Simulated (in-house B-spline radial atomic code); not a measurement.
**Os⁵⁸⁺: excited configurations**

Aim: the energies of several excited configurations of Os⁵⁸⁺ above a reference configuration, each from its own self-consistent run.

Program: in-house B-spline radial atomic code version 1. Level of theory: Dirac-Hartree-Fock, average of configuration, Fermi nucleus, basis-set limit. These are calculated values, not measurements, unless marked.

### 1 Starting point

| Quantity | Value |
| --- | --- |
| element | osmium (Z = 76) |
| charge | +58 |
| electrons | 18 |
| configuration | [Ne] 3s2 3p6 |
| Hamiltonian | Dirac-Coulomb |
| nucleus | Fermi, rms radius 5.413 fm |

The outer shells:

[Ne] 3s2 3p6
```
[Ne] core
3s [↑↓]
3p [↑↓][↑↓][↑↓]
```

Settings, as recorded:

```ini
Z = 76
electrons = 18.0
configuration = [Ne] 3s2 3p6
hamiltonian = dirac
method = hf
spin_polarised = False
nucleus = fermi
rms_radius = 5.4126
mass_number = 192
atomic_mass = 191.961478765
speed_of_light = 137.035999084
```

This reference run was done before. Its total energy is -13757.591697 hartree, and its levels are (the highest eight at most):

```tsv
orbital	occupation	energy (eV)	<r> (bohr)
1s1/2	2	-78696.3	0.01773
2s1/2	2	-17299.0	0.07349
2p1/2	2	-16750.0	0.06072
2p3/2	4	-15189.1	0.06861
3s1/2	2	-6749.73	0.1808
3p1/2	2	-6524.80	0.1703
3p3/2	4	-6123.31	0.1823
```

### 2 Run with [Ne] 3s2 3p5 5f1

Settings, as recorded:

```ini
Z = 76
electrons = 18.0
configuration = [Ne] 3s2 3p5 5f1
hamiltonian = dirac
method = hf
spin_polarised = False
nucleus = fermi
rms_radius = 5.4126
mass_number = 192
atomic_mass = 191.961478765
speed_of_light = 137.035999084
```

### 3 [Ne] 3s1 3p6 7p1

Changes to the settings of step 2:

```diff
@@ -2,3 +2,3 @@
 electrons = 18.0
-configuration = [Ne] 3s2 3p5 5f1
+configuration = [Ne] 3s1 3p6 7p1
 hamiltonian = dirac
```

### 4 Configuration [He] 2s2 2p5 3s2 3p6 6s1

Changes to the settings of step 3:

```diff
@@ -2,3 +2,3 @@
 electrons = 18.0
-configuration = [Ne] 3s1 3p6 7p1
+configuration = [He] 2s2 2p5 3s2 3p6 6s1
 hamiltonian = dirac
```

### 5 Configuration [He] 2s2 2p5 3s2 3p6 5s1

Changes to the settings of step 4:

```diff
@@ -2,3 +2,3 @@
 electrons = 18.0
-configuration = [He] 2s2 2p5 3s2 3p6 6s1
+configuration = [He] 2s2 2p5 3s2 3p6 5s1
 hamiltonian = dirac
```

### 6 Run with [He] 2s2 2p5 3s2 3p6 7g1

Changes to the settings of step 5:

```diff
@@ -2,3 +2,3 @@
 electrons = 18.0
-configuration = [He] 2s2 2p5 3s2 3p6 5s1
+configuration = [He] 2s2 2p5 3s2 3p6 7g1
 hamiltonian = dirac
```

Before running: How far above the reference does each configuration lie (order and size, in eV)?

The runs gave:

| net move | configuration | energy above the reference (eV) | with Breit, QED, recoil (eV) | largest <r> (bohr) |
| --- | --- | --- | --- | --- |
| 3p → 5f | [Ne] 3s2 3p5 5f1 | 4320.53 | 4312.08 | 0.520 |
| 3s → 7p | [Ne] 3s1 3p6 7p1 | 5714.21 | 5702.61 | 1.16 |
| 2p → 5s | [He] 2s2 2p5 3s2 3p6 5s1 | 13515.9 | 13483.2 | 0.552 |
| 2p → 6s | [He] 2s2 2p5 3s2 3p6 6s1 | 14219.6 | 14185.9 | 0.813 |
| 2p → 7g | [He] 2s2 2p5 3s2 3p6 7g1 | 14727.2 | 14692.3 | 1.07 |

Quantum defects of the promoted electron, δ = n − ζ/√(−2ε) with ζ = 59 and ε its orbital energy in hartree:

| promotion | δ |
| --- | --- |
| 3p → 5f | 0.053 |
| 3s → 7p | 0.234 |
| 2p → 5s | 0.343 |
| 2p → 6s | 0.343 |
| 2p → 7g | 0.022 |

**Reading.** The lowest of them is 3p → 5f at 4320.53 eV and the highest 2p → 7g at 14727.2 eV. 3 of them lie more than 2 % above the ionisation threshold that Koopmans' theorem gives (6123.31 eV), where such states can decay by emitting an electron. Of those tabulated, the defect is largest for 6s (0.34) and least for 7g (0.02); at this charge much of the defect is relativistic. These are averages over configurations, without correlation, not spectroscopic levels.
